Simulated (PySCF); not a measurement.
**CdI: bond curves at several levels of theory**

The task here is to estimate one member of a computed series from the others.

The runs use PySCF 2.14.0; Cd def2-SVP with ECP28, I def2-SVP with ECP28, scalar-relativistic core potentials.

Set-up of the first run:

A driver script around PySCF takes these settings:

- atoms: Cd, I
- charge: 0
- basis: Cd def2-SVP with ECP28, I def2-SVP with ECP28
- Hamiltonian: scalar-relativistic core potentials
- basis functions: 57
- electrons treated: 45
- masses in u: 113.9034, 126.9045
- levels: PBE0, PBE, r²SCAN, B3LYP, r²SCAN0, B97-3, CAM-B3LYP, HF, MP2, SCS-MP2
- grid: 80 radial by 434 angular points
- occupations: held fixed by the projection of orbital angular momentum
- dissociation limit: Cd + I, each in its ground configuration
- starting distance in angstrom: 2.710
- values of 2S to try: 1, 3

The run is started by

```bash
$ OMP_NUM_THREADS=1 python dia.py task.json out
```

Steps of the session up to this table: Set-up; The PBE0 curve of the state that the search chose; Higher solutions at PBE0; PBE (GGA); r²SCAN; B3LYP (global hybrid GGA); r²SCAN0; B97-3; CAM-B3LYP (range-separated hybrid); UHF.

One of the session's tables, all rows but one given; the rest of the session is left out.

Energy (eV) from each level's lowest point:

| R (Å) | UHF | UHF-MP2 | UHF-SCS-MP2 | PBE | r²SCAN |
| --- | --- | --- | --- | --- | --- |
| 2.340 | 0.902 | 0.687 | 0.736 | 0.809 | 0.726 |
| 2.449 | 0.398 | 0.258 | 0.289 | 0.358 | 0.297 |
| 2.558 | 0.127 | 0.053 | 0.067 | 0.117 | 0.080 |
| 2.639 | 0.030 | 0.000 | 0.002 | 0.030 | 0.011 |
| 2.721 | 0.000 | 0.008 | 0.000 | 0.000 | 0.000 |
| 2.803 | 0.018 | 0.059 | 0.042 | 0.009 | 0.029 |
| 2.912 | ? | ? | ? | ? | ? |
| 3.047 | 0.244 | 0.351 | 0.310 | 0.167 | 0.245 |
| 3.211 | 0.453 | 0.576 | 0.523 | 0.313 | 0.426 |
| 3.429 | 0.711 | 0.823 | 0.751 | 0.501 | 0.652 |

**Question.** Estimate the row for R (Å) = 2.912.

Worked estimate for «UHF». A straight line through the neighbours (2.803, 0.018) and (3.047, 0.244) gives 0.018 + (0.244 − 0.018) × (2.912 − 2.803) / (3.047 − 2.803) = 0.119; a parabola fitted to 4 rows on both sides gives 0.105.

**Answer.** UHF: 0.096; UHF-MP2: 0.172; UHF-SCS-MP2: 0.143; PBE: 0.063; r²SCAN: 0.109. In «UHF» the line misses by +0.023 and the parabola by +0.009.
